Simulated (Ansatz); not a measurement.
# GaH₆NOSi: up Jacob's ladder to CCSD(T)

One table from this session's results is given with a row withheld; the runs are named, their logs left out.

Program: Ansatz 0.2.0, Gaussian basis. Level of theory: functionals in def2-TZVPP, the program's frozen cores in correlated methods. These are calculated values, not measurements.

Levels to be run: PBE-D4, r2SCAN-D4, PBE0-D4, B3LYP-D4, ωB97X-V, ωB97M-V, B2PLYP; CCSD(T)/def2-TZVPP; MP2/def2-QZVPP; extrapolation to the limit.

## Structure used throughout

All runs share one geometry, relaxed beforehand with PBE0-D4 in a triple-zeta def2 set.

10 atoms, charge 0, spin multiplicity 1.

Atoms are counted from 1 here; the program's logs count them from 0.

Bond lengths: N1–Si2 1.844 Å, N1–Ga3 2.209 Å, N1–H5 1.017 Å, N1–H6 1.017 Å, Si2–H7 1.522 Å, Si2–H8 1.487 Å, Si2–H9 1.487 Å, Ga3–O4 1.943 Å, O4–H10 0.959 Å. Angles: Si2–N1–Ga3 104.6°, Si2–N1–H5 109.7°, Si2–N1–H6 109.5°, Ga3–N1–H5 115.6°, Ga3–N1–H6 113.2°, H5–N1–H6 104.3°, N1–Si2–H7 94.6°, N1–Si2–H8 118.2°, N1–Si2–H9 117.6°, H7–Si2–H8 98.4°, H7–Si2–H9 98.5°, H8–Si2–H9 119.6°, N1–Ga3–O4 70.8°, Ga3–O4–H10 129.5°.

Set-up of the first run:

in.yaml

```yaml
crystal:
  periodic: [false, false, false]
  atoms:
    - {symbol: N, position_ang: [-0.116472, 1.071956, 0.527755]}
    - {symbol: Si, position_ang: [0.549080, -0.157229, -0.674338]}
    - {symbol: Ga, position_ang: [-1.489213, -0.089608, 1.810074]}
    - {symbol: O, position_ang: [-0.768221, -1.250319, 0.428033]}
    - {symbol: H, position_ang: [0.652357, 1.531095, 1.009593]}
    - {symbol: H, position_ang: [-0.580153, 1.823331, 0.022302]}
    - {symbol: H, position_ang: [1.470391, 0.836617, -1.367766]}
    - {symbol: H, position_ang: [-0.294652, -0.523980, -1.842158]}
    - {symbol: H, position_ang: [1.581446, -1.108606, -0.185212]}
    - {symbol: H, position_ang: [-0.921461, -2.184256, 0.274519]}
basis:
  gaussian: {orbitals: def2-TZVPP}
hamiltonian: {xc: pbe, dispersion: d4}
output: {forces: true, orbitals: {seedname: orbitals}}
```

Run with:

```bash
ansatz run in.yaml --threads 4 --pin off --events-out ev --progress --plain --max-ram 10444MiB
```

Steps of the session up to this table: PBE-D4 (GGA); r2SCAN-D4 (meta-GGA); PBE0-D4 (hybrid); B3LYP-D4 (hybrid); ωB97X-V (range-separated); ωB97M-V (range-separated); B2PLYP (double hybrid); CCSD(T) in def2-TZVPP; MP2 in def2-QZVPP.

One of the session's tables, all rows but one given; the rest of the session is left out.

| method | atomisation energy (eV) |
| --- | --- |
| PBE-D4 | 32.475 |
| r2SCAN-D4 | 32.173 |
| PBE0-D4 | 31.823 |
| B3LYP-D4 | 32.264 |
| ωB97X-V | 32.412 |
| ωB97M-V | 32.400 |
| B2PLYP | ? |
| HF/def2-TZVPP | 22.217 |
| MP2/def2-TZVPP | 31.731 |
| CCSD/def2-TZVPP | 30.986 |
| CCSD(T)/def2-TZVPP | 31.478 |
| MP2/CBS | 32.720 |
| CCSD(T)/CBS | 32.467 |

Q: Estimate the row for B2PLYP from the others.

The run gave: atomisation energy (eV): 31.848. In the column «atomisation energy (eV)» it lies between PBE0-D4 (31.823) and r2SCAN-D4 (32.173).
